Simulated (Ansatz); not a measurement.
**SnO2: LAPW beside PAW**

Aim: solve SnO2 at one geometry with LAPW, all electrons, PAW with frozen cores and all-electron PAW on datasets made for the crystal, and see where they agree.

Computed with Ansatz 0.2.0 (DFT LDA, scalar-relativistic, unless a step's input says otherwise).

### Step 1. The starting structure

The structure is tetragonal, space group P4_2/mnm (No. 136). Conventional cell: a = 4.737 Å, b = 4.737 Å, c = 3.186 Å, α = 90.00°, β = 90.00°, γ = 90.00°. Sn (site symmetry mmm) is surrounded by 6 O at 2.05 to 2.06 Å. Around O (site symmetry m2m) lie 3 Sn at 2.05 to 2.06 Å.

As a file:

```cif
data_structure
_symmetry_space_group_name_H-M 'P 1'
_symmetry_Int_Tables_number 1
_cell_length_a 4.7374
_cell_length_b 4.7374
_cell_length_c 3.1864
_cell_angle_alpha 90.000
_cell_angle_beta 90.000
_cell_angle_gamma 90.000
_cell_volume 71.51
loop_
_atom_site_label
_atom_site_type_symbol
_atom_site_fract_x
_atom_site_fract_y
_atom_site_fract_z
_atom_site_occupancy
Sn1 Sn 0.00000 0.00000 0.00000 1
Sn2 Sn 0.50000 0.50000 0.50000 1
O1 O 0.30562 0.30562 0.00000 1
O2 O 0.19438 0.80562 0.50000 1
O3 O 0.69438 0.69438 0.00000 1
O4 O 0.80562 0.19438 0.50000 1
```

The structure is an experimental refinement, used without relaxation.

Atoms are numbered in the order of the input: Sn1, Sn2, O3, O4, O5, O6.

### Step 2. LAPW, all electrons

The input, input.yaml:

```yaml
crystal:
  lattice:
    - [4.73735, 0.0, 0.0]
    - [0.0, 4.73735, 0.0]
    - [0.0, 0.0, 3.1864]
  atoms:
    - { symbol: Sn, position: [0.0, 0.0, 0.0] }
    - { symbol: Sn, position: [0.5, 0.5, 0.5] }
    - { symbol: O, position: [0.30562, 0.30562, 0.0] }
    - { symbol: O, position: [0.19438, 0.80562, 0.5] }
    - { symbol: O, position: [0.69438, 0.69438, 0.0] }
    - { symbol: O, position: [0.80562, 0.19438, 0.5] }
kpoints:
  mp_grid: { grid: [4, 4, 6] }
  band_path:
    path:
      - [0.0, 0.0, 0.0]
      - [0.0, 0.5, 0.0]
      - [0.5, 0.5, 0.0]
      - [0.0, 0.0, 0.0]
      - [0.0, 0.0, 0.5]
      - [0.0, 0.5, 0.5]
      - [0.5, 0.5, 0.5]
      - [0.0, 0.0, 0.5]
      - [0.0, 0.5, 0.0]
    npoints: 14
scf:
  occupations: { method: fermi_dirac, width: 0.03 }
hamiltonian:
  xc: lda
  pseudopotentials: { kind: all_electron, lapw: { basis_error: 0.001 } }
output:
  forces: true
  stress: true
  eigenvalues: true
  fatbands: true
  populations: true
  dos: { projected: true, de: 0.2, e_range: [-14, 8] }
```

Command:

```bash
$ ansatz run input.yaml --threads 2 --pin off --max-ram 8192MiB --backend cpu --events-out ev --progress --plain --runs-dir out
```

### Step 3. PAW with frozen cores

Changes to input.yaml since step 2:

```diff
@@ -30,3 +30,3 @@
   xc: lda
-  pseudopotentials: { kind: all_electron, lapw: { basis_error: 0.001 } }
+  pseudopotentials: { kind: paw }
 output:
@@ -35,4 +35,9 @@
   eigenvalues: true
-  fatbands: true
+  efg: { contact_densities: true }
   populations: true
+  bader: true
   dos: { projected: true, de: 0.2, e_range: [-14, 8] }
+  write_density: true
+  write_potential: true
+  elf: true
+  volumetric_format: npy
```

### Step 4. All-electron PAW on datasets made for the crystal

Changes to input.yaml since step 3:

```diff
@@ -25,3 +25,3 @@
       - [0.0, 0.5, 0.0]
-    npoints: 14
+    npoints: 8
 scf:
@@ -30,3 +30,3 @@
   xc: lda
-  pseudopotentials: { kind: paw }
+  pseudopotentials: { kind: all_electron, datasets: crystal }
 output:
@@ -36,8 +36 @@
   efg: { contact_densities: true }
-  populations: true
-  bader: true
-  dos: { projected: true, de: 0.2, e_range: [-14, 8] }
-  write_density: true
-  write_potential: true
-  elf: true
-  volumetric_format: npy
```

(Steps that only read results are left out.)

**Question.** What will these runs give? Wanted: pressure; gap; largest force; Bader charges; highest ELF.

As calculated:

| quantity | value |
| --- | --- |
| pressure | LAPW -0.91, PAW -1.02, crystal datasets -0.91 GPa |
| gap (LAPW) | 1.11 eV, direct at Γ |
| largest force | LAPW 0.071, PAW 0.070, crystal datasets 0.071 eV/Å |
| Bader charges (PAW) | Sn1 +2.44, O3 -1.22 e |
| highest ELF (PAW) | 0.86, 0.57 Å from O |

**Reading.** At this geometry the cell is under tension of 0.9 GPa, so it would shrink if let go. The gap is 1.11 eV, direct at Γ. It is the Kohn-Sham gap of a semilocal functional, which mostly lies below the gap found in experiment. The top eV of the valence band is mostly O 2p (99 % of the projected weight). The projection holds only the free atom's occupied shells (Sn 5s, Sn 5p, O 2s, O 2p in this range). The field gradient at O3, the largest by crystal datasets, is -10.55 by PAW and -10.39 by crystal datasets (10²¹ V/m²), within 5 %. No spin–orbit coupling: at heavy atoms the gradients can be off by tens of per cent for that reason. PAW lies -0.11 GPa from LAPW in pressure and less than 0.01 eV in the gap. The forces differ by at most 1 meV/Å in a component, on a largest force of 0.071 eV/Å. LAPW took about 4 times as long as PAW (1.8 min against 27 s, on a shared host and with the outputs that each input asks for).
